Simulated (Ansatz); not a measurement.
**CBr2ClF (dibromochlorofluoromethane): a chain of runs**

Aim: a series of 16 runs (HF/STO-3G, UHF/STO-3G, HF/3-21G, UHF/3-21G, HF/6-31G*, B3LYP/6-31G*, PBE/def2-SVP, MP2/6-31G*) of CBr2ClF. 

Program for the calculation: Ansatz 0.2.0.

### 1 The molecule

CBr2ClF has 5 atoms, charge 0, and is taken as a singlet. As SMILES, `FC(Cl)(Br)Br`. The coordinates come from a PBE0-D4/def2-TZVP relaxation. The run starts from this shape.

Bond lengths: F1–C2 1.331 Å, C2–Cl3 1.752 Å, C2–Br4 1.936 Å, C2–Br5 1.936 Å. Angles: F1–C2–Cl3 108.8°, F1–C2–Br4 108.2°, F1–C2–Br5 108.2°, Cl3–C2–Br4 110.5°, Cl3–C2–Br5 110.5°, Br4–C2–Br5 110.3°.

### 2 A geometry optimisation at HF/STO-3G (run 1)

Contents of in.yaml:

```yaml
crystal:
  periodic: [false, false, false]
  atoms:
    - {symbol: F, position_ang: [1.219400, -0.708600, 0.266600]}
    - {symbol: C, position_ang: [0.074700, -0.067500, 0.041700]}
    - {symbol: Cl, position_ang: [-0.943400, -0.212100, 1.460600]}
    - {symbol: Br, position_ang: [-0.781900, -0.877000, -1.494500]}
    - {symbol: Br, position_ang: [0.481200, 1.791500, -0.315900]}
basis:
  gaussian:
    orbitals: STO-3G
hamiltonian:
  xc: hf
relax:
  f_tol: 0.002
output: {orbitals: {seedname: orbitals}}
```

Run with:

```sh
$ ansatz run in.yaml --threads 1 --pin off --max-ram 3480MiB --events-out events.jsonl --progress --plain --runs-dir runs
```

The program printed, shortened:

```text
Warning: RAYON_NUM_THREADS=1 ignored (pool sized by the plan → 1); use --threads N
[...]
Functional definition: HF
  name "HF"
[...]
638 factors; integrals over basis functions are off by at most 7.4e-6 eV
[...]
mean field -154542.70082018 eV, -5679.3395023366 hartree, gradient 2.1e-5 eV, S^2 0.000000; 0 other end points of the search recorded, 0 dependent functions left out
[...]
reference -154542.70082018 eV, -5679.3395023366 hartree; 51, 51 occupied and 4, 4 virtual orbitals, 638 factors
relax step   1: F+E_penalty+E_count = -154542.70082018 eV  Δ(F+E_penalty+E_count) = +0.000e0 eV  max|allowed force component| = 2.706e0 eV/Å  Δτ_max = 0.0000 Å  (23 SCF iters, accepted)
[...]
relax step   5: F+E_penalty+E_count = -154542.88795136 eV  Δ(F+E_penalty+E_count) = -4.980e-5 eV  max|allowed force component| = 2.823e-3 eV/Å  Δτ_max = 0.0012 Å  (25 SCF iters, accepted)
[...]
relax step   6: F+E_penalty+E_count = -154542.88795256 eV  Δ(F+E_penalty+E_count) = -1.208e-6 eV  max|allowed force component| = 4.260e-4 eV/Å  Δτ_max = 0.0003 Å  (24 SCF iters, accepted)
638 factors; integrals over basis functions are off by at most 7.3e-6 eV
[...]
mean field -154542.88795256 eV, -5679.3463793249 hartree, gradient 6.8e-6 eV, S^2 0.000000; 1 other end points of the search recorded, 0 dependent functions left out
[...]
reference -154542.88795256 eV, -5679.3463793249 hartree; 51, 51 occupied and 4, 4 virtual orbitals, 638 factors
Total energy: -154542.88795256 eV, -5679.3463793249 hartree
Atom 0 at     1.246305    -0.723641     0.271826 Å, force    -0.000030    -0.000234    -0.000147 eV/Å
Atom 1 at     0.087812    -0.056496     0.002803 Å, force     0.000236     0.000168    -0.000040 eV/Å
Atom 2 at    -0.978450    -0.215748     1.506341 Å, force    -0.000320    -0.000242     0.000085 eV/Å
Atom 3 at    -0.793648    -0.892711    -1.509148 Å, force     0.000007    -0.000118     0.000244 eV/Å
Atom 4 at     0.487981     1.814896    -0.313322 Å, force     0.000106     0.000426    -0.000141 eV/Å
Dipole moment:     0.146933     0.027104    -0.218924 e Å
```

Wall time 8.4 s (1 thread of Arm Neoverse V2, shared host); peak memory 0.13 GiB.

Step by step:

| step | energy from the first frame kept (eV) | largest force (eV/Å) |
| --- | --- | --- |
| 1 | 0.0000 | 3.1159 |
| 2 | -0.1618 | 1.1928 |
| 3 | -0.1821 | 0.3999 |
| 4 | -0.1871 | 0.0451 |
| 5 | -0.1871 | 0.0037 |
| 6 | -0.1871 | 0.0005 |

After the run. Bond lengths: F1–C2 1.364 Å, C2–Cl3 1.850 Å, C2–Br4 1.940 Å, C2–Br5 1.940 Å. Angles: F1–C2–Cl3 106.7°, F1–C2–Br4 109.2°, F1–C2–Br5 109.2°, Cl3–C2–Br4 109.5°, Cl3–C2–Br5 109.5°, Br4–C2–Br5 112.5°.

### 3 The harmonic vibrations at HF/STO-3G (run 2)

Contents of job.yaml:

```yaml
crystal:
  periodic: [false, false, false]
  atoms:
    - {symbol: F, position_ang: [1.246305, -0.723641, 0.271826]}
    - {symbol: C, position_ang: [0.087812, -0.056496, 0.002803]}
    - {symbol: Cl, position_ang: [-0.978450, -0.215748, 1.506341]}
    - {symbol: Br, position_ang: [-0.793648, -0.892711, -1.509148]}
    - {symbol: Br, position_ang: [0.487981, 1.814896, -0.313322]}
basis:
  gaussian:
    orbitals: STO-3G
hamiltonian:
  xc: hf
phonons:
  temperatures: {t_min: 298.15, t_max: 298.15, t_step: 1}
```

Run with:

```sh
$ ansatz run job.yaml --threads 1 --pin off --max-ram 3480MiB --events-out events.jsonl --progress --plain --runs-dir runs
```

The program printed, shortened:

```text
Warning: RAYON_NUM_THREADS=1 ignored (pool sized by the plan → 1); use --threads N
Functional definition: HF
  name "HF"
[...]
638 factors; integrals over basis functions are off by at most 7.4e-6 eV
[...]
mean field -154542.88795288 eV, -5679.3463793365 hartree, gradient 2.4e-5 eV, S^2 0.000000; 0 other end points of the search recorded, 0 dependent functions left out
[...]
reference -154542.88795288 eV, -5679.3463793365 hartree; 51, 51 occupied and 4, 4 virtual orbitals, 638 factors
[...]
638 factors; integrals over basis functions are off by at most 7.4e-6 eV
[...]
mean field -154542.88782798 eV, -5679.3463747464 hartree, gradient 1.3e-6 eV, S^2 0.000000; 0 other end points of the search recorded, 0 dependent functions left out
[...]
reference -154542.88782798 eV, -5679.3463747464 hartree; 51, 51 occupied and 4, 4 virtual orbitals, 638 factors
[...]
638 factors; integrals over basis functions are off by at most 7.4e-6 eV
mean field -154542.88794081 eV, -5679.3463788929 hartree, gradient 1.3e-6 eV, S^2 0.000000; 0 other end points of the search recorded, 0 dependent functions left out
[...]
reference -154542.88794081 eV, -5679.3463788929 hartree; 51, 51 occupied and 4, 4 virtual orbitals, 638 factors
Total energy: -154542.88795288 eV, -5679.3463793365 hartree
Atom 0 at     1.246305    -0.723641     0.271826 Å, force    -0.000000    -0.000254    -0.000140 eV/Å
Atom 1 at     0.087812    -0.056496     0.002803 Å, force     0.000192     0.000193    -0.000064 eV/Å
Atom 2 at    -0.978450    -0.215748     1.506341 Å, force    -0.000312    -0.000239     0.000078 eV/Å
Atom 3 at    -0.793648    -0.892711    -1.509148 Å, force     0.000020    -0.000111     0.000262 eV/Å
Atom 4 at     0.487981     1.814896    -0.313322 Å, force     0.000101     0.000410    -0.000135 eV/Å
Dipole moment:     0.146934     0.027103    -0.218924 e Å
Vibrations: 179.51 209.59 291.13 344.11 374.28 514.30 971.89 972.13 1371.79 cm⁻¹, zero-point energy 0.324140 eV
```

Wall time 28 s (1 thread of Arm Neoverse V2, shared host); peak memory 0.13 GiB.

Runs 3 to 15 aren't shown in full; the table further down has their settings and results.

### 4 The harmonic vibrations at MP2/6-31G(d) (Cartesian functions) (run 16)

Contents of job.yaml:

```yaml
crystal:
  periodic: [false, false, false]
  atoms:
    - {symbol: F, position_ang: [1.226976, -0.711672, 0.265410]}
    - {symbol: C, position_ang: [0.061515, -0.061058, 0.041372]}
    - {symbol: Cl, position_ang: [-0.946021, -0.215647, 1.471249]}
    - {symbol: Br, position_ang: [-0.781535, -0.884810, -1.502507]}
    - {symbol: Br, position_ang: [0.489065, 1.799487, -0.317023]}
basis:
  gaussian: {orbitals: "6-31G*"}
correlation: {method: mp2}
phonons: {temperatures: {t_min: 298.15, t_max: 298.15, t_step: 1}}
```

Run with:

```sh
$ ansatz run job.yaml --threads 1 --pin off --max-ram 3480MiB --events-out events.jsonl --progress --plain --runs-dir runs
```

The program printed, shortened:

```text
Warning: RAYON_NUM_THREADS=1 ignored (pool sized by the plan → 1); use --threads N
Functional definition: HF
  name "HF"
[...]
1192 factors; integrals over basis functions are off by at most 1.0e-4 eV
[...]
mean field -156219.25747312 eV, -5740.9518229215 hartree, gradient 8.2e-6 eV, S^2 0.000000; 0 other end points of the search recorded, 0 dependent functions left out
25 core orbitals not correlated: weight in the atoms' cores, before any rotation towards them, 1.000 or more for the frozen orbitals, at most 0.000 for the correlated occupied ones
reference -156219.25747312 eV, -5740.9518229215 hartree; 26, 26 occupied and 68, 68 virtual orbitals, 1192 factors
second order -26.30863374 eV of doubles, -0.00000000 eV of singles
[...]
1192 factors; integrals over basis functions are off by at most 1.0e-4 eV
[...]
reference -156219.25725320 eV, -5740.9518148395 hartree; 26, 26 occupied and 68, 68 virtual orbitals, 1192 factors
second order -26.30884231 eV of doubles, -0.00000000 eV of singles
[...]
Total energy: -156245.56610687 eV, -5741.9186473789 hartree
Atom 0 at     1.226976    -0.711672     0.265410 Å, force     0.000064     0.000081    -0.000150 eV/Å
Atom 1 at     0.061515    -0.061058     0.041372 Å, force     0.000140    -0.000047    -0.000159 eV/Å
Atom 2 at    -0.946021    -0.215647     1.471249 Å, force    -0.000191     0.000121     0.000079 eV/Å
Atom 3 at    -0.781535    -0.884810    -1.502507 Å, force    -0.000034    -0.000117     0.000046 eV/Å
Atom 4 at     0.489065     1.799487    -0.317023 Å, force     0.000021    -0.000038     0.000183 eV/Å
Dipole moment:    -0.079840     0.042703    -0.011113 e Å
Vibrations: 167.13 205.35 277.26 312.55 347.45 471.93 773.88 847.33 1122.80 cm⁻¹, zero-point energy 0.280556 eV
Checks for a lower state left out: cluster_reference
```

Run time: 5 min. Hardware: 1 thread of Arm Neoverse V2, shared host; peak memory 0.34 GiB.

### 5 The series

| run | level | task | walk f tol | partner | energy (Eh) | dipole moment (D) | wall time |
| --- | --- | --- | --- | --- | --- | --- | --- |
| 1 | HF/STO-3G | optimise | 0.002 | base | -5679.346379 | 1.27 | 8.4 s |
| 2 | HF/STO-3G | frequencies | – | base | -5679.346379 | 1.27 | 28 s |
| 3 | UHF/STO-3G | energy | – | cation | -5679.024950 | – | 6 s |
| 4 | UHF/STO-3G | optimise | – | cation | -5679.042575 | – | 32 s |
| 5 | HF/3-21G | optimise | 0.002 | base | -5713.906417 | 1.41 | 12 s |
| 6 | HF/3-21G | frequencies | – | base | -5713.906418 | 1.41 | 24 s |
| 7 | UHF/3-21G | energy | – | cation | -5713.516592 | – | 15 s |
| 8 | UHF/3-21G | optimise | – | cation | -5713.540815 | – | 93 s |
| 9 | HF/6-31G* (Cartesian functions) | optimise | 0.002 | base | -5740.952742 | 0.53 | 30 s |
| 10 | HF/6-31G* (Cartesian functions) | frequencies | – | base | -5740.952742 | 0.53 | 69 s |
| 11 | B3LYP/6-31G* (Cartesian functions) | optimise | 0.002 | base | -5745.873989 | 0.23 | 54 s |
| 12 | B3LYP/6-31G* (Cartesian functions) | frequencies | – | base | -5745.873989 | 0.23 | 2.5 min |
| 13 | PBE/def2-SVP | optimise | 0.002 | base | -5744.467101 | 0.26 | 20 s |
| 14 | PBE/def2-SVP | frequencies | – | base | -5744.467101 | 0.26 | 38 s |
| 15 | MP2/6-31G* (Cartesian functions) | optimise | 0.002 | base | -5741.918647 | 0.44 | 71 s |
| 16 | MP2/6-31G* (Cartesian functions) | frequencies | – | base | -5741.918647 | 0.44 | 5 min |

### 6 Outcome

| quantity | value |
| --- | --- |
| run 16, MP2/6-31G*: total energy | -5741.91865 Eh |
| run 16, MP2/6-31G*: dipole moment (correlated density) | 0.44 D |
| run 16, MP2/6-31G*: correlation energy (25 core orbitals frozen) | -966.8 mEh |
| run 16, MP2/6-31G*: largest force on an atom | 0.000 eV/Å |
| run 16, MP2/6-31G*: lowest harmonic wavenumber | 167 cm⁻¹ |
| run 16, MP2/6-31G*: highest harmonic wavenumber | 1123 cm⁻¹ |
| run 16, MP2/6-31G*: zero-point energy | 27.1 kJ/mol |
| vertical ionisation energy (to the doublet cation), HF/STO-3G | 8.747 eV |
| vertical ionisation energy (to the doublet cation), HF/3-21G | 10.608 eV |
| adiabatic ionisation energy (to the doublet cation, no zero-point term), HF/STO-3G | 8.267 eV |
| adiabatic ionisation energy (to the doublet cation, no zero-point term), HF/3-21G | 9.949 eV |

**Reading.** At HF/STO-3G: removing an electron at fixed nuclei costs 8.75 eV (202 kcal/mol). In a minimal basis such a difference can be off by several eV, whatever the method. At HF/3-21G: the vertical ionisation energy comes to 10.61 eV (1023 kJ/mol). At HF/STO-3G: the adiabatic ionisation energy (to the doublet cation, no zero-point term) is 8.27 eV (191 kcal/mol). At HF/3-21G: the adiabatic ionisation energy (to the doublet cation, no zero-point term) is 9.95 eV (229 kcal/mol). The second species lost a bond as it relaxed, so this leads to another structure. Totals of different functionals can't be ranked against each other. In runs 1, 2, 3, 4 the basis is minimal, so the values are rough. All runs together took 16 min, the longest 5 min.
